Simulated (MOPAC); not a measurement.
**PM6 run of BBr3 (boron tribromide)**

Aim: the adiabatic ionisation energy of BBr3 (boron tribromide) at PM6, from 2 runs. 

The calculation is run with MOPAC 23.2.5.

6 further runs of the same task are left out: 2 that didn't finish, 4 set aside as unsound or not needed.

**1. Starting point**

BBr3 has 4 atoms, charge 0, and is taken as a singlet. As SMILES, `BrB(Br)Br`. All atoms were displaced at random from a relaxed shape. The run starts from this shape.

Bond lengths: Br1–B2 1.907 Å, B2–Br3 1.905 Å, B2–Br4 1.897 Å. Angles: Br1–B2–Br3 120.2°, Br1–B2–Br4 119.9°, Br3–B2–Br4 119.8°.

**2. A structure relaxation at PM6**

Input file mol.mop:

```
SINGLET GNORM=0.05 MULLIK DISP CYCLES=300 EF GRADIENTS PM6 AUX(PRECISION=6) T=10M THREADS=1
BBr3, PM6

Br    -1.557248    -0.934433     0.581894
B     -0.005980     0.013211     0.007116
Br     1.709347    -0.445972     0.697767
Br    -0.165586     1.396897    -1.280626
```

On the command line:

```console
$ mopac mol.mop
```

mol.out:

```text
MOPAC v23.2.5
PM6 CALCULATION RESULTS
[...]
 *  GNORM      - EXIT WHEN GRADIENT NORM DROPS BELOW 0.050
[...]
           Empirical Formula: Br3 B  =     4 atoms
      MOLECULAR POINT GROUP   :   Cs
[...]
 CYCLE:     1 TIME:   0.008 TIME LEFT: 10.00M  GRAD.:     9.396 HEAT: -49.67885
[...]
 CYCLE:    10 TIME:   0.008 TIME LEFT: 10.00M  GRAD.:     0.030 HEAT: -49.76970
[...]
     SCF FIELD WAS ACHIEVED
[...]
                              SUM =        -49.76970 KCAL/MOL = FINAL HEAT OF FORMATION
          TOTAL ENERGY            =       -741.94080 EV
          ELECTRONIC ENERGY       =      -1657.47875 EV
          CORE-CORE REPULSION     =        915.53795 EV
          COSMO AREA              =        131.61 SQUARE ANGSTROMS
          COSMO VOLUME            =        122.53 CUBIC ANGSTROMS
          GRADIENT NORM           =          0.03012          =       0.01506 PER ATOM
          IONIZATION POTENTIAL    =         10.818959 EV
          HOMO LUMO ENERGIES (EV) =        -10.819 -2.615
          NO. OF FILLED LEVELS    =         12
          MOLECULAR WEIGHT        =        250.5220         POINT GROUP:  D3h
[...]
                             CARTESIAN COORDINATES
   1   Br       -1.544371239    -0.929446827     0.581173311
   2    B       -0.004659836     0.006488954     0.000615925
   3   Br        1.696534775    -0.445836889     0.697040655
   4   Br       -0.166136111     1.394248181    -1.276788145
           Empirical Formula: Br3 B  =     4 atoms
      MOLECULAR POINT GROUP   :   D3h
[...]
              NET ATOMIC CHARGES AND DIPOLE CONTRIBUTIONS
  ATOM NO.   TYPE          CHARGE      No. of ELECS.   s-Pop       p-Pop       d-Pop
    1         Br          -0.110294        7.1103     1.97526     5.13001     0.00502
    2          B           0.330849        2.6692     0.98981     1.67934
    3         Br          -0.110276        7.1103     1.97526     5.12999     0.00502
    4         Br          -0.110279        7.1103     1.97526     5.12999     0.00502
 DIPOLE           X         Y         Z       TOTAL
 POINT-CHG.     0.000     0.000     0.000     0.000
 HYBRID        -0.000    -0.000     0.000     0.000
 SUM            0.000     0.000     0.000     0.000
[...]
 * JOB ENDED NORMALLY *
[...]
```

Run time: 0.08 s. Hardware: 1 thread of Arm Neoverse N1, shared host.

Step by step:

```tsv
step	energy from the first frame kept (eV)	largest force (eV/Å)
0	0.0000	0.2721
1	-0.0032	0.0749
2	-0.0033	0.1176
3	-0.0037	0.0288
4	-0.0038	0.0191
5	-0.0039	0.0191
6	-0.0039	0.0129
7	-0.0039	0.0068
8	-0.0039	0.0021
9	-0.0039	0.0009
```

After the run. Bond lengths: Br1–B2 1.893 Å, B2–Br3 1.893 Å, B2–Br4 1.893 Å. Angles: Br1–B2–Br3 120.0°, Br1–B2–Br4 120.0°, Br3–B2–Br4 120.0°.

**3. The doublet cation: a geometry optimisation at PM6**

Input file calc.mop:

```
PM6 CYCLES=300 GNORM=0.05 DISP CHARGE=1 UHF THREADS=1 AUX(PRECISION=6)
BBr3

Br    -1.544371 +1    -0.929447 +1     0.581173 +1
B     -0.004660 +1     0.006489 +1     0.000616 +1
Br     1.696535 +1    -0.445837 +1     0.697041 +1
Br    -0.166136 +1     1.394248 +1    -1.276788 +1
```

On the command line:

```console
$ mopac calc.mop
```

calc.out:

```text
MOPAC v23.2.5
PM6 CALCULATION RESULTS
[...]
 *  GNORM      - EXIT WHEN GRADIENT NORM DROPS BELOW 0.050
[...]
           Empirical Formula: Br3 B  =     4 atoms
      MOLECULAR POINT GROUP   :   D3h
[...]
 CYCLE:     1 TIME:   0.016 TIME LEFT:  2.00D  GRAD.:    29.219 HEAT:  198.2554
[...]
 CYCLE:    21 TIME:   0.008 TIME LEFT:  2.00D  GRAD.:     0.025 HEAT:  179.0379
[...]
     SCF FIELD WAS ACHIEVED
[...]
                              SUM =        179.03788 KCAL/MOL = FINAL HEAT OF FORMATION
          TOTAL ENERGY            =       -732.01877 EV
          ELECTRONIC ENERGY       =      -1658.79168 EV
          CORE-CORE REPULSION     =        926.77291 EV
          COSMO AREA              =        130.03 SQUARE ANGSTROMS
          COSMO VOLUME            =        120.65 CUBIC ANGSTROMS
          GRADIENT NORM           =          0.02489          =       0.01245 PER ATOM
          IONIZATION POTENTIAL    =         15.844632 EV
          ALPHA SOMO LUMO (EV)    =        -15.888 -7.972
          BETA  SOMO LUMO (EV)    =        -15.845 -8.762
          NO. OF ALPHA ELECTRONS  =         12
          NO. OF BETA  ELECTRONS  =         11
          MOLECULAR WEIGHT        =        250.5220         POINT GROUP:  C2v
[...]
                             CARTESIAN COORDINATES
   1   Br       -1.558929171    -0.715557777     0.387729913
   2    B        0.247068175    -0.059088627     0.102144666
   3   Br        1.866855714    -0.482171938     0.757148544
   4   Br       -0.414487761     1.240814103    -1.180796151
           Empirical Formula: Br3 B  =     4 atoms
      MOLECULAR POINT GROUP   :   C2v
[...]
              NET ATOMIC CHARGES AND DIPOLE CONTRIBUTIONS
  ATOM NO.   TYPE          CHARGE      No. of ELECS.   s-Pop       p-Pop       d-Pop
    1         Br           0.212271        6.7877     1.97585     4.80476     0.00711
    2          B           0.405194        2.5948     0.99295     1.60185
    3         Br           0.170162        6.8298     1.96345     4.86106     0.00533
    4         Br           0.212373        6.7876     1.97583     4.80468     0.00711
 DIPOLE           X         Y         Z       TOTAL
 POINT-CHG.     0.106    -0.027     0.042     0.118
 HYBRID        -0.285     0.074    -0.115     0.316
 SUM           -0.178     0.047    -0.073     0.198
[...]
                    (S**2)  =    0.762834
[...]
 * JOB ENDED NORMALLY *
[...]
```

Wall time 0.24 s (1 thread of Arm Neoverse N1, shared host).

Steps, from the record of the run:

```tsv
step	energy from the first frame kept (eV)	largest force (eV/Å)
0	0.0000	0.7329
1	-0.0349	0.3713
2	-0.1391	0.5170
3	-0.2909	0.6030
4	-0.3465	0.7601
5	-0.3869	0.6244
6	-0.4188	0.3921
7	-0.4365	0.4878
8	-0.4378	0.7839
9	-0.4771	0.5290
10	-0.5283	0.7916
11	-0.6291	1.8078
12	-0.7733	1.1595
13	-0.7791	1.1935
14	-0.7932	0.4092
15	-0.8288	0.5130
16	-0.8323	0.0927
17	-0.8330	0.0467
18	-0.8332	0.0435
19	-0.8333	0.0105
20	-0.8333	0.0007
```

After the run. Bond lengths: Br1–B2 1.943 Å, B2–Br3 1.798 Å, B2–Br4 1.943 Å. Angles: Br1–B2–Br3 134.8°, Br1–B2–Br4 90.4°, Br3–B2–Br4 134.8°.

**4. Results**

Level: PM6.

```
                                                               quantity           value
                                    run 1, PM6: total energy at the end    -27.26582 Eh
                                              run 1, PM6: dipole moment          0.00 D
                                                run 1, PM6: HOMO energy       -10.82 eV
                                                run 1, PM6: LUMO energy        -2.62 eV
                                              run 1, PM6: HOMO–LUMO gap         8.20 eV
                                          run 1, PM6: heat of formation  -49.8 kcal/mol
                                doublet cation: total energy at the end    -26.90119 Eh
                             doublet cation: HOMO energy (over α and β)       -15.85 eV
                             doublet cation: LUMO energy (over α and β)        -8.76 eV
                                      doublet cation: heat of formation  179.0 kcal/mol
                                                   doublet cation: ⟨S²⟩           0.763
adiabatic ionisation energy (to the doublet cation, no zero-point term)        9.922 eV
```

What this shows: The adiabatic ionisation energy (to the doublet cation, no zero-point term) is 9.92 eV (957 kJ/mol). The optimisation (run 1, PM6) took 9 steps and changed the energy by -0.004 eV. Mulliken charges (run 1, PM6) run from -0.03 on Br1 to +0.08 on B2. The optimisation (doublet cation) took 20 steps and changed the energy by -0.833 eV.
